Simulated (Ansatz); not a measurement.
**SiH₄: a barrier at many levels of theory**

Aim: the barrier and energy of one elementary step (Si1–H2 tightened, Si1–H3 formed, H2–H3 broken) from LDA up to coupled cluster, on fixed structures, to see where each rung fails.

Computed with Ansatz 0.2.0, Gaussian basis. Level: single points in def2-TZVPP on PBE0-D4/def2-TZVP structures.

Levels: SPW92, PBE-D4, BLYP-D4, r2SCAN-D4, B97M-V, PBE0-D4, B3LYP-D4, r2SCAN0-D4, BHLYP-D4, CAM-B3LYP-D4, wB97X-V, wB97M-V, B2PLYP, PBE-QIDH, RPA on PBE, Hartree-Fock, MP2, CCSD, CCSD(T). The reference is CCSD(T) at the basis limit, from triple and quadruple zeta. Zero-point energies come from PBE0-D4 vibrations.

Cores are frozen in the correlated methods. B3LYP uses VWN-RPA correlation. B2PLYP carries no dispersion term here.

42 further runs of the same task are left out: 42 set aside as unsound or not needed.

### 1 The three structures

Charge 0, multiplicity 1. The folders r, ts and p hold the start, the saddle and the end; their coordinates stand in the first inputs.

```
  pair  r (Å)  ts (Å)  p (Å)
Si1–H2  1.726   1.525  1.485
Si1–H3  1.801   1.636  1.485
 H2–H3  0.829   1.151  2.424
```

### 2 SPW92/def2-TZVPP

File r/in.yaml:

```yaml
crystal:
  periodic: [false, false, false]
  atoms:
    - {symbol: Si, position_ang: [0.303756, 0.807232, -0.089672]}
    - {symbol: H, position_ang: [-0.101252, -0.542241, -1.086196]}
    - {symbol: H, position_ang: [-0.288759, -0.873733, -0.349356]}
    - {symbol: H, position_ang: [-1.001895, 0.687197, 0.668917]}
    - {symbol: H, position_ang: [1.088150, -0.078455, 0.856306]}
basis:
  gaussian: {orbitals: def2-TZVPP}
hamiltonian: {xc: lda}
```

File ts/in.yaml:

```yaml
crystal:
  periodic: [false, false, false]
  atoms:
    - {symbol: Si, position_ang: [0.227672, 0.605015, -0.067304]}
    - {symbol: H, position_ang: [-0.034517, -0.386717, -1.195139]}
    - {symbol: H, position_ang: [-0.320366, -0.928680, -0.221286]}
    - {symbol: H, position_ang: [-1.071637, 0.771069, 0.640083]}
    - {symbol: H, position_ang: [1.198848, -0.060688, 0.843646]}
basis:
  gaussian: {orbitals: def2-TZVPP}
hamiltonian: {xc: lda}
```

File p/in.yaml:

```yaml
crystal:
  periodic: [false, false, false]
  atoms:
    - {symbol: Si, position_ang: [0.000030, 0.000085, 0.000015]}
    - {symbol: H, position_ang: [0.206672, 0.207966, -1.455344]}
    - {symbol: H, position_ang: [-0.522734, -1.369376, 0.235117]}
    - {symbol: H, position_ang: [-0.976292, 0.996202, 0.508403]}
    - {symbol: H, position_ang: [1.292325, 0.165123, 0.711808]}
basis:
  gaussian: {orbitals: def2-TZVPP}
hamiltonian: {xc: lda}
```

The same command starts each run, in its folder.

Run with:

```console
ansatz run in.yaml --threads 2 --pin off --events-out ev --progress --plain --max-ram 4352MiB
```

The runs that follow: PBE-D4/def2-TZVPP; BLYP-D4/def2-TZVPP; r2SCAN-D4/def2-TZVPP; B97M-V/def2-TZVPP; PBE0-D4/def2-TZVPP; B3LYP-D4/def2-TZVPP; r2SCAN0-D4/def2-TZVPP; BHLYP-D4/def2-TZVPP; CAM-B3LYP-D4/def2-TZVPP; wB97X-V/def2-TZVPP; wB97M-V/def2-TZVPP; B2PLYP/def2-TZVPP; PBE-QIDH/def2-TZVPP; RPA on PBE/def2-TZVPP; CCSD(T)/def2-TZVPP; CCSD(T)/def2-QZVPP; Vibrations of the start structure; Vibrations of the end structure.

Before running it: what results should come out? Wanted: barrier, CCSD(T)/CBS; reverse barrier, CCSD(T)/CBS; step energy, CCSD(T)/CBS; barrier with zero-point energy; step energy with zero-point energy; imaginary mode at the saddle; largest T1 diagnostic.

The runs gave:

| quantity | value |
| --- | --- |
| barrier, CCSD(T)/CBS | 25.0 kJ/mol |
| reverse barrier, CCSD(T)/CBS | 249.4 kJ/mol |
| step energy, CCSD(T)/CBS | -224.4 kJ/mol |
| barrier with zero-point energy | 18.9 kJ/mol |
| step energy with zero-point energy | -219.5 kJ/mol |
| imaginary mode at the saddle | 1108i cm⁻¹ |
| largest T1 diagnostic | 0.015 |

In words: The functionals run from PBE-QIDH, off by +0.1 kJ/mol, to SPW92, off by -19.9 kJ/mol, against CCSD(T)/CBS. Mean unsigned error by rung: LDA 19.9, GGA 7.2, meta-GGA 12.5, hybrid 5.1, range-separated hybrid 2.3, double hybrid 0.7 kJ/mol. PBE-D4 gives a barrier 10.7 kJ/mol too low, outside chemical accuracy (1 kcal/mol, 4.2 kJ/mol). Every functional without exact exchange puts the barrier too low, the usual mark of self-interaction error, which favours the spread-out density of a saddle. The barrier rises with the share of exact exchange, from BLYP-D4 through B3LYP-D4 to BHLYP-D4 (-3.6, +0.2, +8.9 kJ/mol). Hartree-Fock, with no correlation, is off by +28.2 kJ/mol. Zero-point motion lowers the barrier by 6.1 kJ/mol. The restricted Hartree–Fock reference is unstable towards an unrestricted one at one or more of these structures.
